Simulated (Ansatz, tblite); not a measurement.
**Fac-CoF3(H2O)3 (CoF₃H₆O₃): one state, many levels**

An exercise on one series of results from a longer session: the logs are not shown, and one member is left open.

Program: Ansatz 0.2.0, Gaussian basis. Level of theory: as each input shows. These are calculated values, not measurements.

The runs, in order: GFN1-xTB, GFN2-xTB, PBE-D4/def2-TZVP, r2SCAN-D4/def2-TZVP, revPBE-D4/def2-TZVP, LDA/def2-TZVP, r2SCANh-D4/def2-TZVP, PBE-D4/def2-SVP, PBE0-D4/def2-SVP, HF/STO-3G, CCSD(T)/def2-SVP, MP2/def2-TZVP.

1 further run of the same task is left out (set aside as unsound or not needed). Runs told in other sessions of the task aren't counted.

## The geometry

The singlet was relaxed beforehand with r2SCAN-D4/def2-SVP.

13 atoms, charge 0, spin multiplicity 1.

Bond lengths: Co1–F2 1.812 Å, Co1–F3 1.812 Å, Co1–F4 1.812 Å, Co1–O5 1.961 Å, Co1–O6 1.961 Å, Co1–O7 1.961 Å, O5–H8 0.985 Å, O5–H9 0.985 Å, O6–H10 0.985 Å, O6–H11 0.985 Å, O7–H12 0.985 Å, O7–H13 0.985 Å. Angles: F2–Co1–F3 98.3°, F2–Co1–F4 98.3°, F2–Co1–O5 179.6°, F2–Co1–O6 81.4°, F2–Co1–O7 81.5°, F3–Co1–F4 98.3°, F3–Co1–O5 81.5°, F3–Co1–O6 179.6°, F3–Co1–O7 81.4°, F4–Co1–O5 81.4°, F4–Co1–O6 81.5°, F4–Co1–O7 179.6°, O5–Co1–O6 98.8°, O5–Co1–O7 98.8°, O6–Co1–O7 98.8°, Co1–O5–H8 91.1°, Co1–O5–H9 91.1°, H8–O5–H9 102.2° and more.

No spin-orbit coupling is included.

PBE0-D4/def2-TZVP was run before; its log isn't repeated, and its numbers join the tables.

The first run:

Tight binding, by tblite at 300 K electronic temperature and without a spin-polarisation term:

```python
tblite.interface.Calculator('GFN1-xTB', numbers, positions, charge=0, uhf=0).singlepoint()
```

Tight binding, by tblite at 300 K electronic temperature and without a spin-polarisation term:

```python
tblite.interface.Calculator('GFN2-xTB', numbers, positions, charge=0, uhf=0).singlepoint()
```

start.molden holds the orbitals of an earlier run on this state, given as this run's starting guess.

Contents of in.yaml:

```yaml
crystal:
  periodic: [false, false, false]
  atoms:
    - {symbol: Co, position_ang: [0.118515, 0.119524, 0.115058]}
    - {symbol: F, position_ang: [-0.125206, 0.139440, 1.910372]}
    - {symbol: F, position_ang: [1.911940, -0.137962, 0.097519]}
    - {symbol: F, position_ang: [0.108459, 1.908809, -0.169945]}
    - {symbol: O, position_ang: [0.391970, 0.107000, -1.826919]}
    - {symbol: O, position_ang: [-1.820899, 0.407728, 0.142828]}
    - {symbol: O, position_ang: [0.138478, -1.815370, 0.432724]}
    - {symbol: H, position_ang: [1.356186, -0.054828, -1.709830]}
    - {symbol: H, position_ang: [0.347562, 1.090217, -1.858655]}
    - {symbol: H, position_ang: [-1.700633, 1.368363, -0.036989]}
    - {symbol: H, position_ang: [-1.830064, 0.379049, 1.127131]}
    - {symbol: H, position_ang: [-0.018063, -1.679178, 1.395295]}
    - {symbol: H, position_ang: [1.121744, -1.832783, 0.381400]}
basis:
  gaussian: {orbitals: def2-TZVP, initial_orbitals: start.molden}
hamiltonian: {xc: pbe, dispersion: d4}
scf: {omitted_lower_state_checks: [starts]}
output: {forces: true, orbitals: {seedname: orbitals}}
```

Command:

```console
$ ansatz run in.yaml --threads 4 --pin off --events-out ev --progress --plain --max-ram 4787MiB
```

Among the steps run: PBE-D4/def2-TZVP; r2SCAN-D4/def2-TZVP; revPBE-D4/def2-TZVP; LDA/def2-TZVP; r2SCANh-D4/def2-TZVP; PBE-D4/def2-SVP; PBE0-D4/def2-SVP; HF/STO-3G; CCSD(T)/def2-SVP; MP2/def2-TZVP.

One of the session's tables, all rows but one given; the rest of the session is left out.

It belongs to the step «Binding energy». 

| level | binding an atom (eV) |
| --- | --- |
| HF/def2-SVP | 2.050 |
| HF/def2-TZVP | 2.017 |
| LDA/def2-TZVP | 4.185 |
| PBE-D4/def2-SVP | 3.653 |
| PBE-D4/def2-TZVP | 3.544 |
| revPBE-D4/def2-TZVP | 3.398 |
| r2SCAN-D4/def2-TZVP | 3.477 |
| r2SCANh-D4/def2-TZVP | 3.400 |
| PBE0-D4/def2-SVP | 3.398 |
| PBE0-D4/def2-TZVP | 3.335 |
| MP2/def2-SVP | 3.234 |
| MP2/def2-TZVP | 3.286 |
| CCSD/def2-SVP | ? |
| CCSD(T)/def2-SVP | 3.201 |

Q: Estimate the row for CCSD/def2-SVP from the others.

The run gave: binding an atom (eV): 3.134. In the column «binding an atom (eV)» it lies between HF/def2-SVP (2.050) and CCSD(T)/def2-SVP (3.201).

Caveats from the session: Free atoms were run apart at each level; binding is atoms less cluster, divided by the number of atoms, without zero-point or spin-orbit terms.
